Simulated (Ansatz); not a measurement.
NbRh, space group P4/mmm: an equation of state with a fit, run with the Python package of Ansatz (0.2.0).

Script `eos.py`:
```python
"""Bulk modulus of NbRh from an E(V) curve."""

import warnings

import ansatz as az
from ase.eos import EquationOfState
from ase.units import GPa
import numpy as np

VECTORS = np.array([
    [2.842, 0.0, 0.0],
    [0.0, 2.842, 0.0],
    [0.0, 0.0, 3.809],
])
SITES = [
    ("Nb", [0.0, 0.0, 0.0]),
    ("Rh", [0.5, 0.5, 0.5]),
]


def on_lattice(cell):
    crystal = az.Crystal(lattice=az.Lattice.of(cell))
    for symbol, position in SITES:
        crystal = crystal.atom(symbol, position)
    return crystal


def main() -> None:
    warnings.simplefilter("ignore", az.DeckWarning)

    # uniform scaling of the cell
    volumes, energies = [], []
    for scale in np.linspace(0.94, 1.06, 7):
        cell = VECTORS * scale ** (1 / 3)
        base = (
            on_lattice(cell).calculation()
            .functional("pbesol", dispersion="d3bjatm")
            .occupations("fermi_dirac", width=0.15)
            .basis(500)
            .kpoints(8, 8, 6)
        )
        rep = base.run(threads=1).report
        volumes.append(abs(np.linalg.det(cell)) / len(SITES))
        energies.append(rep["free_energy_ev"] / len(SITES))
        print(f"V = {volumes[-1]:8.4f} A^3/atom  F = {energies[-1]:.5f} eV/atom")

    eos = EquationOfState(volumes, energies, eos="birchmurnaghan")
    v0, e0, bulk = eos.fit()
    print(f"V0 = {v0:.4f} A^3/atom, E0 = {e0:.5f} eV/atom, B = {bulk / GPa:.1f} GPa")


if __name__ == "__main__":
    main()
```

Its results, one of them left out:

| V (Å³/atom) | F less the lowest row shown (meV/atom) |
| --- | --- |
| 14.460 | 16.13 |
| 14.767 | 2.57 |
| 15.075 | 0.00 |
| 15.383 | 7.28 |
| 15.690 | 23.38 |
| 15.998 | ? |
| 16.306 | 78.42 |

What is the missing energy at 15.998 Å³ an atom?

A third-order Birch-Murnaghan fit, E = E0 + (9 V0 B0 / 16) [(t - 1)³ B' + (t - 1)² (6 - 4t)] with t = (V0/V)^(2/3), through the 6 rows shown gives V0 = 14.997 Å³, B0 = 256.8 GPa, B' = 4.40 and E0 = -0.32 meV. At V = 15.998 Å³, t = 0.95782, and the fit interpolates to 47.37 meV. The run gave 47.38 meV, a miss of 0.01 meV.

Notes:
- Shape and fractional positions are held along the curve, so the bulk modulus is an upper value where they are free to relax.
- Dispersion corrections can be off by several per cent in the lattices of metals, and by several GPa in the pressure at a fixed cell.
- The mesh is modest for a metal, so energies can be off by several to tens of meV an atom and pressures by half a GPa or more; differences at equal mesh fare better.
- The structure is a deposited one; some such entries were measured under pressure or heat, so a shift against it needn't be the functional's error alone.
